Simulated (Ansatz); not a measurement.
# singlet CH3Cl2Si+ at 6 levels

We compute a comparison of 6 runs (HF/6-31G*, CAM-B3LYP/6-31G*, HSE06/6-31G*, PBE-QIDH/6-31G*, r2SCAN/6-31G*, CCSD/6-31G*) of singlet CH3Cl2Si+. 

Program for the calculation: Ansatz 0.2.0.

58 further runs of the same task are left out: 2 that didn't finish, 56 set aside as unsound or not needed. Runs told in other sessions of the task aren't counted.

## (1) Starting point

CH3Cl2Si+ has 7 atoms, charge +1, and is taken as a singlet. As SMILES of the parent species, `[CH2][SiH](Cl)Cl`. Geometry: relaxed at PBE0-D4/def2-TZVP. This is one conformer, not always the lowest. That shape belongs to the parent species and isn't relaxed for this state.

Bond lengths: C1–Si2 1.823 Å, Si2–Cl3 2.049 Å, Si2–Cl4 2.049 Å, C1–H5 1.085 Å, C1–H6 1.085 Å, Si2–H7 1.475 Å. Angles: C1–Si2–Cl3 110.0°, C1–Si2–Cl4 110.0°, Cl3–Si2–Cl4 107.9°, C1–Si2–H7 112.5°, Cl3–Si2–H7 108.1°, Cl4–Si2–H7 108.2°, Si2–C1–H5 122.1°, Si2–C1–H6 122.1°, H5–C1–H6 115.8°.

## (2) The energy at HF/6-31G(d) (spherical functions) (run 1)

in.yaml

```yaml
crystal:
  periodic: [false, false, false]
  atoms:
    - {symbol: C, position_ang: [-0.692700, 0.892600, 0.197500]}
    - {symbol: Si, position_ang: [0.466300, -0.499500, -0.003900]}
    - {symbol: Cl, position_ang: [1.593800, -0.235400, -1.694300]}
    - {symbol: Cl, position_ang: [-0.574000, -2.252500, -0.209200]}
    - {symbol: H, position_ang: [-1.447700, 1.127200, -0.545500]}
    - {symbol: H, position_ang: [-0.668800, 1.540600, 1.067500]}
    - {symbol: H, position_ang: [1.384500, -0.641000, 1.142000]}
basis:
  gaussian:
    orbitals: 6-31G_st_-spherical.json
total_charge: 1
hamiltonian:
  xc: hf
accuracy: high
output:
  orbitals: {seedname: orbitals}
```

The basis set 6-31G* is read from a file made from the Basis Set Exchange's data (not shown).

Started as:

```bash
ansatz run in.yaml --threads 1 --pin off --max-ram 3480MiB --events-out events.jsonl --progress --plain --runs-dir runs
```

What it wrote:

```text
Warning: RAYON_NUM_THREADS=1 ignored (pool sized by the plan → 1); use --threads N
Functional definition: HF
  name "HF"
  exchange = exact_x
  correlation = 0
1598 factors; integrals over basis functions are off by at most 3.7e-9 eV
mean field evaluation 1: about -33935.8414 eV, gradient 2.5e1 eV
mean field evaluation 2: about -33935.9336 eV, gradient 2.5e1 eV
mean field evaluation 4: about -33938.2069 eV, gradient 2.4e0 eV
mean field evaluation 8: about -33938.2422 eV, gradient 1.9e-1 eV
mean field evaluation 16: about -33938.2426 eV, gradient 1.3e-8 eV
mean field -33938.24262722 eV, -1247.2074123833 hartree, gradient 1.3e-8 eV, S^2 0.000000; 0 other end points of the search recorded, 0 dependent functions left out
reference -33938.24262722 eV, -1247.2074123833 hartree; 28, 28 occupied and 46, 46 virtual orbitals, 1598 factors
Total energy: -33938.24262722 eV, -1247.2074123833 hartree
```

It took 2 s on 1 thread of Arm Neoverse V2, shared host; peak memory 0.19 GiB.

## (3) The energy at CAM-B3LYP/6-31G(d) (spherical functions) (run 2)

job.yaml

```yaml
crystal:
  periodic: [false, false, false]
  atoms:
    - symbol: C
      position_ang: [-0.692700, 0.892600, 0.197500]
    - symbol: Si
      position_ang: [0.466300, -0.499500, -0.003900]
    - symbol: Cl
      position_ang: [1.593800, -0.235400, -1.694300]
    - symbol: Cl
      position_ang: [-0.574000, -2.252500, -0.209200]
    - symbol: H
      position_ang: [-1.447700, 1.127200, -0.545500]
    - symbol: H
      position_ang: [-0.668800, 1.540600, 1.067500]
    - symbol: H
      position_ang: [1.384500, -0.641000, 1.142000]
basis:
  gaussian:
    orbitals: 6-31G_st_-spherical.json
total_charge: 1
hamiltonian:
  xc: {name: CAM-B3LYP}
accuracy: high
output: {orbitals: {seedname: orbitals}}
```

The basis set 6-31G* is read from a file made from the Basis Set Exchange's data (not shown).

Started as:

```bash
ansatz run job.yaml --threads 1 --pin off --max-ram 3480MiB --events-out events.jsonl --progress --plain --runs-dir runs
```

What it wrote:

```text
Warning: RAYON_NUM_THREADS=1 ignored (pool sized by the plan → 1); use --threads N
Functional definition: CAM-B3LYP
  name "CAM-B3LYP"
  parameter alpha = 0.19
  parameter beta = 0.46
  parameter omega = 0.33/bohr
  parameter ac = 0.81
  exchange = (1 - alpha - beta)*b88_x + beta*b88_x_sr(omega) + alpha*exact_x + beta*exact_x_lr(omega)
  correlation = (1 - ac)*vwn5_c + ac*lyp_c
1598 factors; integrals over basis functions are off by at most 3.7e-9 eV
401 factors; integrals over basis functions are off by at most 2.3e-9 eV
mean field evaluation 1: about -33996.4490 eV, gradient 2.4e1 eV
mean field evaluation 2: about -33996.5987 eV, gradient 2.4e1 eV
mean field evaluation 4: about -33998.3458 eV, gradient 6.4e-1 eV
mean field evaluation 8: about -33998.4916 eV, gradient 8.8e-2 eV
mean field evaluation 16: about -33998.4916 eV, gradient 1.7e-4 eV
mean field -33998.49161065 eV, -1249.4215216861 hartree, gradient 5.0e-8 eV, S^2 0.000000; 0 other end points of the search recorded, 0 dependent functions left out
reference -33998.49162927 eV, -1249.4215223702 hartree; 28, 28 occupied and 46, 46 virtual orbitals, 1598 factors
Total energy: -33998.49162927 eV, -1249.4215223702 hartree
```

Run time: 8.7 s. Hardware: 1 thread of Arm Neoverse V2, shared host; peak memory 0.27 GiB.

Runs 3 to 5 aren't shown in full; the table further down has their settings and results.

## (4) The energy at CCSD/6-31G(d) (spherical functions) (run 6)

in.yaml

```yaml
crystal:
  periodic: [false, false, false]
  atoms:
    - symbol: C
      position_ang: [-0.692700, 0.892600, 0.197500]
    - symbol: Si
      position_ang: [0.466300, -0.499500, -0.003900]
    - symbol: Cl
      position_ang: [1.593800, -0.235400, -1.694300]
    - symbol: Cl
      position_ang: [-0.574000, -2.252500, -0.209200]
    - symbol: H
      position_ang: [-1.447700, 1.127200, -0.545500]
    - symbol: H
      position_ang: [-0.668800, 1.540600, 1.067500]
    - symbol: H
      position_ang: [1.384500, -0.641000, 1.142000]
basis:
  gaussian:
    orbitals: 6-31G_st_-spherical.json
total_charge: 1
correlation:
  method: ccsd
  frozen_orbitals: {C: 1, Cl: 5, H: 0, Si: 5}
accuracy: high
scf:
  omitted_lower_state_checks: [cluster_reference, increment]
```

The basis set 6-31G* is read from a file made from the Basis Set Exchange's data (not shown).

Started as:

```bash
ansatz run in.yaml --threads 1 --pin off --max-ram 3480MiB --events-out events.jsonl --progress --plain --runs-dir runs
```

What it wrote:

```text
Warning: RAYON_NUM_THREADS=1 ignored (pool sized by the plan → 1); use --threads N
[... 12 lines left out ...]
16 core orbitals not correlated: weight in the atoms' cores, before any rotation towards them, 1.000 or more for the frozen orbitals, at most 0.000 for the correlated occupied ones
[... 33 lines left out ...]
Total energy: -33951.21174039 eV, -1247.6840185016 hartree
Checks for a lower state left out: cluster_reference, increment
```

Run time: 8.1 s. Hardware: 1 thread of Arm Neoverse V2, shared host; peak memory 0.28 GiB.

## (5) Overview of the runs

```
run                                   level  frozen core orbitals   energy (Eh)  HOMO energy (eV)  LUMO energy (eV)  HOMO–LUMO gap (eV)  wall time
  1         HF/6-31G* (spherical functions)                     –  -1247.207412            -17.34             -7.94                9.40        2 s
  2  CAM-B3LYP/6-31G* (spherical functions)                     –  -1249.421522            -15.69            -10.90                4.79      8.7 s
  3      HSE06/6-31G* (spherical functions)                     –  -1248.925211            -14.11            -12.32                1.80      7.2 s
  4   PBE-QIDH/6-31G* (spherical functions)                    16  -1248.616317            -16.37            -10.00                6.38      9.3 s
  5     r2SCAN/6-31G* (spherical functions)                     –  -1249.315873            -13.57            -12.56                1.00       14 s
  6       CCSD/6-31G* (spherical functions)                    16  -1247.684019                 –                 –                   –      8.1 s
```

## (6) Outcome

```
                                           quantity           value
                                run 6: total energy  -1247.68402 Eh
run 6: correlation energy (16 core orbitals frozen)      -476.6 mEh
                               run 6: T1 diagnostic           0.028
```

In words: Over runs 1, 2, 3, 4, 5 the HOMO–LUMO gap runs from 1.00 eV (r2SCAN/6-31G*) to 9.40 eV (HF/6-31G*). Exact exchange widens orbital gaps. Totals of different functionals can't be ranked against each other. All runs together took 49 s, the longest 14 s.
